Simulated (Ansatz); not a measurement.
# C₂H₄BBr: how energies converge with the basis set

One table from this session's results is given with a row withheld; the runs are named, their logs left out.

Method: one geometry, several basis sets; program: Ansatz 0.2.0, Gaussian basis.

Levels to be run: PBE0-D4/def2-SVP; ωB97M-V/def2-SVP; PBE0-D4/def2-QZVPP; ωB97M-V/def2-QZVPP; the functionals' def2-TZVPP values are taken from earlier runs.

### Structure used throughout

All runs share one geometry, relaxed beforehand with PBE0-D4 in a triple-zeta def2 set.

8 atoms, charge 0, spin multiplicity 1.

Atoms are counted from 1 here; the program's logs count them from 0.

Bond lengths: C1–C2 1.338 Å, C1–H5 1.086 Å, C1–H6 1.086 Å, C2–B3 1.528 Å, C2–H7 1.088 Å, B3–Br4 1.910 Å, B3–H8 1.192 Å. Angles: C2–C1–H5 122.6°, C2–C1–H6 120.9°, H5–C1–H6 116.5°, C1–C2–B3 119.8°, C1–C2–H7 118.8°, B3–C2–H7 121.3°, C2–B3–Br4 120.8°, C2–B3–H8 122.5°, Br4–B3–H8 116.6°.

Set-up of the first run:

Input file in.yaml:

```yaml
crystal:
  periodic: [false, false, false]
  atoms:
    - {symbol: C, position_ang: [0.233387, 1.032065, -0.787738]}
    - {symbol: C, position_ang: [-0.440475, 0.260354, 0.072500]}
    - {symbol: B, position_ang: [0.176045, -1.049025, 0.562597]}
    - {symbol: Br, position_ang: [-0.760179, -2.173077, 1.791252]}
    - {symbol: H, position_ang: [-0.161009, 1.971211, -1.165179]}
    - {symbol: H, position_ang: [1.216672, 0.741298, -1.145824]}
    - {symbol: H, position_ang: [-1.422508, 0.584059, 0.409387]}
    - {symbol: H, position_ang: [1.250268, -1.423884, 0.207305]}
basis:
  gaussian: {orbitals: def2-SVP}
hamiltonian: {xc: pbe0, dispersion: d4}
output: {orbitals: {seedname: orbitals}}
```

Started as:

```sh
$ ansatz run in.yaml --threads 2 --pin off --events-out ev --progress --plain --max-ram 4352MiB
```

Among the steps run: PBE0-D4 in def2-SVP; ωB97M-V in def2-SVP; PBE0-D4 in def2-QZVPP; ωB97M-V in def2-QZVPP.

One of the session's tables, all rows but one given; the rest of the session is left out.

It belongs to the step «Functionals by basis». 

```
functional       basis  HOMO (eV)  LUMO (eV)
   PBE0-D4    def2-SVP      -7.91      -2.12
   PBE0-D4  def2-TZVPP      -8.03      -2.21
   PBE0-D4  def2-QZVPP      -8.04      -2.23
   ωB97M-V    def2-SVP     -10.12      -0.03
   ωB97M-V  def2-TZVPP     -10.27      -0.17
   ωB97M-V  def2-QZVPP          ?          ?
```

Q: Estimate the row for ωB97M-V, def2-QZVPP from the others.

As computed: HOMO (eV): -10.28; LUMO (eV): -0.20. In the column «HOMO (eV)» it is the lowest.
